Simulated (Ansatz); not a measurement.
# C₃H₁₀BFO: basis-set convergence

One table from this session's results is given with a row withheld; the runs are named, their logs left out.

Method: one geometry, several basis sets; program: Ansatz 0.2.0, Gaussian basis.

The runs, in order: PBE0-D4/def2-SVP; ωB97M-V/def2-SVP; PBE0-D4/def2-QZVPP; ωB97M-V/def2-QZVPP; the functionals' def2-TZVPP values are taken from earlier runs.

## The geometry

The geometry comes from an earlier relaxation with PBE0-D4 in a triple-zeta def2 set; it is a stationary point, not always the lowest conformer.

16 atoms, charge 0, spin multiplicity 1.

Atoms are counted from 1 here; the program's logs count them from 0.

Bond lengths: C1–O2 1.433 Å, C1–H7 1.090 Å, C1–H8 1.087 Å, C1–H9 1.090 Å, O2–B3 1.772 Å, O2–H10 0.964 Å, B3–C4 1.592 Å, B3–C5 1.589 Å, B3–F6 1.389 Å, C4–H11 1.095 Å, C4–H12 1.093 Å, C4–H13 1.097 Å, C5–H14 1.095 Å, C5–H15 1.094 Å, C5–H16 1.095 Å. Angles: O2–C1–H7 110.5°, O2–C1–H8 106.5°, O2–C1–H9 109.3°, H7–C1–H8 109.9°, H7–C1–H9 111.0°, H8–C1–H9 109.6°, C1–O2–B3 116.7°, C1–O2–H10 109.5°, B3–O2–H10 103.8°, O2–B3–C4 100.5°, O2–B3–C5 104.0°, O2–B3–F6 100.0°, C4–B3–C5 119.8°, C4–B3–F6 113.9°, C5–B3–F6 114.5°, B3–C4–H11 109.1°, B3–C4–H12 113.0°, B3–C4–H13 113.1° and more.

Coordinates:

```mol
C3H10BFO
  3D, bonds by distance, orders not assigned

 16 15  0  0  0  0  0  0  0  0999 V2000
    0.2579    1.5048    1.4821 C   0  0
    0.7040    0.2878    0.8720 O   0  0
   -0.0577   -0.1574   -0.6646 B   0  0
    0.9065   -1.3330   -1.1376 C   0  0
   -1.5620   -0.4818   -0.2697 C   0  0
    0.1113    1.0282   -1.3690 F   0  0
    0.2674    2.3201    0.7580 H   0  0
   -0.7584    1.3258    1.8230 H   0  0
    0.8947    1.7332    2.3371 H   0  0
    1.6396    0.3630    0.6515 H   0  0
    0.5754   -1.6950   -2.1161 H   0  0
    0.8991   -2.1909   -0.4598 H   0  0
    1.9467   -1.0097   -1.2712 H   0  0
   -2.0859   -0.8533   -1.1566 H   0  0
   -1.6415   -1.2603    0.4942 H   0  0
   -2.1201    0.3959    0.0711 H   0  0
  1  2  8  0
  2  3  8  0
  3  4  8  0
  3  5  8  0
  3  6  8  0
  1  7  8  0
  1  8  8  0
  1  9  8  0
  2 10  8  0
  4 11  8  0
  4 12  8  0
  4 13  8  0
  5 14  8  0
  5 15  8  0
  5 16  8  0
M  END
```

The first run:

in.yaml reads:

```yaml
crystal:
  periodic: [false, false, false]
  atoms:
    - {symbol: C, position_ang: [0.257899, 1.504842, 1.482111]}
    - {symbol: O, position_ang: [0.704038, 0.287845, 0.871981]}
    - {symbol: B, position_ang: [-0.057656, -0.157438, -0.664642]}
    - {symbol: C, position_ang: [0.906513, -1.332997, -1.137628]}
    - {symbol: C, position_ang: [-1.561955, -0.481841, -0.269718]}
    - {symbol: F, position_ang: [0.111254, 1.028152, -1.368956]}
    - {symbol: H, position_ang: [0.267439, 2.320078, 0.758031]}
    - {symbol: H, position_ang: [-0.758444, 1.325813, 1.822957]}
    - {symbol: H, position_ang: [0.894723, 1.733229, 2.337101]}
    - {symbol: H, position_ang: [1.639588, 0.363023, 0.651549]}
    - {symbol: H, position_ang: [0.575396, -1.695023, -2.116097]}
    - {symbol: H, position_ang: [0.899110, -2.190890, -0.459757]}
    - {symbol: H, position_ang: [1.946704, -1.009702, -1.271164]}
    - {symbol: H, position_ang: [-2.085855, -0.853274, -1.156596]}
    - {symbol: H, position_ang: [-1.641527, -1.260313, 0.494174]}
    - {symbol: H, position_ang: [-2.120129, 0.395898, 0.071054]}
basis:
  gaussian: {orbitals: def2-SVP}
hamiltonian: {xc: pbe0, dispersion: d4}
output: {orbitals: {seedname: orbitals}}
```

Command:

```bash
> ansatz run in.yaml --threads 4 --pin off --events-out ev --progress --plain --max-ram 11315MiB
```

Steps of the session up to this table: PBE0-D4 in def2-SVP; ωB97M-V in def2-SVP; PBE0-D4 in def2-QZVPP; ωB97M-V in def2-QZVPP.

One table of the session follows, with a row left open; its other results are not shown here.

It belongs to the step «Density functionals: the series». 

```
functional       basis  HOMO (eV)  LUMO (eV)
   PBE0-D4    def2-SVP      -7.63       0.94
   PBE0-D4  def2-TZVPP      -7.77       0.35
   PBE0-D4  def2-QZVPP      -7.79       0.01
   ωB97M-V    def2-SVP          ?          ?
   ωB97M-V  def2-TZVPP     -10.12       1.82
   ωB97M-V  def2-QZVPP     -10.13       1.22
```

Estimate the missing values for ωB97M-V, def2-SVP.

The run gave: HOMO (eV): -9.97; LUMO (eV): 2.63. In the column «HOMO (eV)» it lies between ωB97M-V, def2-TZVPP (-10.12) and PBE0-D4, def2-QZVPP (-7.79).
